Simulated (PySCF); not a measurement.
**[Yb(H2O)]2+: other functionals and bases at one geometry**

The task here is to estimate one member of a computed series from the others.

Computed with PySCF 2.14.0. Level: several levels, as the steps say, no spin–orbit coupling.

1 further run of the same task is left out (for a known fault of the program).

## Where the work starts

4 atoms, charge 2, spin multiplicity 1.

Bond lengths: Yb1–O2 2.347 Å, O2–H3 0.977 Å, O2–H4 0.977 Å. Angles: Yb1–O2–H3 128.2°, Yb1–O2–H4 128.2°, H3–O2–H4 103.5°.

Geometry (Å):

```
Yb    0.0000    0.0000   -0.0959
O     0.0000    0.0000    2.2514
H     0.7673    0.0000    2.8562
H    -0.7673    0.0000    2.8562
```

Formal oxidation states: Yb +2. Each metal's 14 4f electrons lie in its core potential, so multiplicities, spins and levels count the valence alone. An earlier session relaxed this geometry at PBE0, Yb lcecp-0-SVP with ECP60, O def2-SVP, H def2-SVP (singlet, point group C2v).

At PBE0 on the finer grid: E = -108.677315 Eh, frontier levels not given, since the 4f levels lie in the core, Mulliken charge on Yb1 +1.77 e, largest force component 0.001 eV/Å. 

Levels to run: BLYP; M06-L; PBE0, TZVP. Hardware: 2 threads of AMD EPYC 7R43 (Zen 3), shared host.

The first run:

The input, run.py (the lines that set the calculation):

```python
mol = gto.M(atom='''
Yb     0.00000     0.00000    -0.09591
O      0.00000     0.00000     2.25140
H      0.76733     0.00000     2.85617
H     -0.76733     0.00000     2.85617''',
    basis={'Yb': 'lcecp-0-SVP', 'O': 'def2-SVP', 'H': 'def2-SVP'},
    ecp={'Yb': 'lcecp-0-SVP'},
    charge=2, spin=0)
mf = dft.RKS(mol, xc='BLYP')
mf.grids.atom_grid = (75, 302)  # f atoms: unpruned, at least (60, 302)
mf = mf.density_fit()  # fitting sets: Yb AutoAux, O def2-universal-JKFIT, H def2-universal-JKFIT
mf.conv_tol = 1e-08; mf.max_cycle = 55
mf.kernel(dm0)  # dm0: the density of the relaxed state
```

Command:

```sh
$ OMP_NUM_THREADS=2 python run.py
```

Among the steps run: BLYP; M06-L; PBE0, TZVP.

One of the session's tables, all rows but one given; the rest of the session is left out.

```
              level  charge on Yb1 (e)  dipole (D)  largest force component (eV/Å)
PBE0 (relaxed here)               1.77        2.08                            0.00
               BLYP               1.72        2.28                            0.61
              M06-L                  ?           ?                               ?
         PBE0, TZVP               1.86        2.16                            0.21
```

**Question.** Estimate the row for M06-L.

The run gave: charge on Yb1 (e): 1.79; dipole (D): 1.97; largest force component (eV/Å): 0.12. In the column «charge on Yb1 (e)» it lies between PBE0 (relaxed here) (1.77) and PBE0, TZVP (1.86).

The dipole of a charged species depends on the origin, so these sizes hold for this origin alone.

The largest leftover force, 0.61 eV/Å with BLYP, stands at a geometry relaxed at another level. With 4f in the core, its levels are missing from HOMO and gap, and its count is fixed, so no charge can pass from the ligands into it. Total energies of different levels can't be compared.
